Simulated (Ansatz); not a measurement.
# Hf: a tetragonal deformation path

An exercise on one series of results from a longer session: the logs are not shown, and one member is left open.

Method: DFT PBEsol, scalar-relativistic, plane waves, PAW, in Ansatz 0.2.0.

## The structure to begin with

The structure is cubic, space group Im-3m (No. 229). The conventional cell has a = 3.610 Å, b = 3.610 Å, c = 3.610 Å, α = 90.00°, β = 90.00°, γ = 90.00°. Around Hf (site symmetry m-3m) lie 8 Hf at 3.13 Å.

Structure file:

```
Hf
1.0
    -1.80500    1.80500    1.80500
     1.80500   -1.80500    1.80500
     1.80500    1.80500   -1.80500
Hf
1
Direct
  0.00000 0.00000 0.00000
```

The cell is taken as given, not relaxed at this level.

## Zero of energy

The reference gives a free energy of -15597.8013 eV, pressure -8.99 GPa, largest force 0.000 eV/Å and gap on the mesh none (metal). It was computed beforehand with the settings of the runs below.

Set-up of the first run:

At fixed volume and fractional coordinates, lengths along (0.000, 0.000, 1.000) are scaled against those across it; ρ is that ratio over its starting value.

The input, input.yaml:

```yaml
crystal:
  lattice:
    - [-2.0261459927, 2.0261459927, 1.4324852168]
    - [2.0261459927, -2.0261459927, 1.4324852168]
    - [2.0261459927, 2.0261459927, -1.4324852168]
  atoms:
    - { symbol: Hf, position: [0.0, 0.0, 0.0] }
basis:
  ecutwfc: 420
kpoints:
  mp_grid: { grid: [20, 20, 20] }
hamiltonian:
  xc: pbesol
scf:
  occupations: { method: gaussian, width: 0.15 }
output:
  forces: true
  stress: true
  eigenvalues: true
  write_density: true
  write_potential: true
  elf: true
  volumetric_format: npy
```

Command:

```bash
$ ansatz run input.yaml --threads 1 --pin off --max-ram 2560MiB --backend cpu --events-out ev --progress --plain --runs-dir out
```

Among the steps run: Point ρ = 0.707; At ρ = 1.414; Point ρ = 0.850; ρ = 1.200; ρ = 0.780; ρ = 1.300; ρ = 0.920; At ρ = 1.100; Point ρ = 0.650; At ρ = 1.500; Point ρ = 0.960; At ρ = 1.050.

One of the session's tables, all rows but one given; the rest of the session is left out.

Collected from the runs (energy zero: the undisturbed cell):

| ρ | ΔE (meV/atom) | pressure (GPa) |
| --- | --- | --- |
| 0.650 | 257.7 | -5.0 |
| 0.707 | 82.1 | -7.2 |
| 0.780 | -16.6 | -8.5 |
| 0.850 | -37.5 | -8.8 |
| 0.920 | -17.6 | -8.8 |
| 0.960 | -4.2 | -8.9 |
| 1.000 | 0.0 | -9.0 |
| 1.050 | -5.1 | -8.9 |
| 1.100 | -18.2 | -8.7 |
| 1.200 | -58.6 | -8.2 |
| 1.300 | ? | ? |
| 1.414 | -110.9 | -8.1 |
| 1.500 | -102.0 | -8.1 |

Estimate the missing values for ρ = 1.300.

Worked estimate for «ΔE (meV/atom)». A straight line through the neighbours (1.200, -58.6) and (1.414, -110.9) gives -58.6 + (-110.9 + 58.6) × (1.300 − 1.200) / (1.414 − 1.200) = -83.0; a parabola fitted to 4 rows on both sides gives -92.2.

The run gave: ΔE (meV/atom): -94.5; pressure (GPa): -8.1. In «ΔE (meV/atom)» the line misses by +11.5 and the parabola by +2.3.
